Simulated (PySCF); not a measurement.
# C3H8SeSi: the cost of one run

Programs: PySCF 2.14.0, with density-fitted response routines of our own. Each step states its level of theory. These are calculated values for one molecule in the gas phase, unless marked as measured. Atoms are numbered from 0 throughout.

**1. Starting geometry**

13 atoms, charge 0, multiplicity 1; geometry from: GFN2-xTB. The atoms were then displaced at random by about 0.01 Å, so the start is not that level's minimum.

Bonds of the start (Å): C0–C1 1.35, C1–C2 1.51, C1–Si3 1.91, Si3–Se4 2.26, C0–H5 1.07, C0–H6 1.06, C2–H7 1.07, C2–H8 1.07, C2–H9 1.07, Si3–H10 1.44, Si3–H11 1.48, Se4–H12 1.41.

**2. Geometry optimisation at PBE0-D3(BJ)/def2-SVP**

The job: settings as JSON, then the geometry in Å.

```
{"job": {"xc": "PBE0", "basis": "def2-SVP", "d3": "d3bj", "grid": 1, "shake": 0.01, "kind": "geom"}, "charge": 0, "multiplicity": 1}
C      0.124910    -0.918150     1.522740
C     -0.291960    -0.335110     0.380590
C     -1.348870    -0.959760    -0.499920
Si     0.431590     1.318140    -0.245040
Se     2.131600     2.044160     1.052240
H      0.847310    -0.436490     2.151300
H     -0.298150    -1.828560     1.870150
H     -1.668550    -1.889980    -0.075410
H     -0.926070    -1.143790    -1.464600
H     -2.177330    -0.284250    -0.597420
H      0.890360     1.173400    -1.602740
H     -0.572850     2.398510    -0.136810
H      2.863840     0.844990     0.998810
```

The run is started by

```sh
> OMP_NUM_THREADS=1 python probes_run.py task.json out
```

One launch serves the whole session: the jobs run in the order shown.

**Question.** How long does this first job take on 1 thread of Intel Xeon Platinum 8488C, shared host, and how much memory does it need?

About 64 s, with a peak of 0.52 GiB.
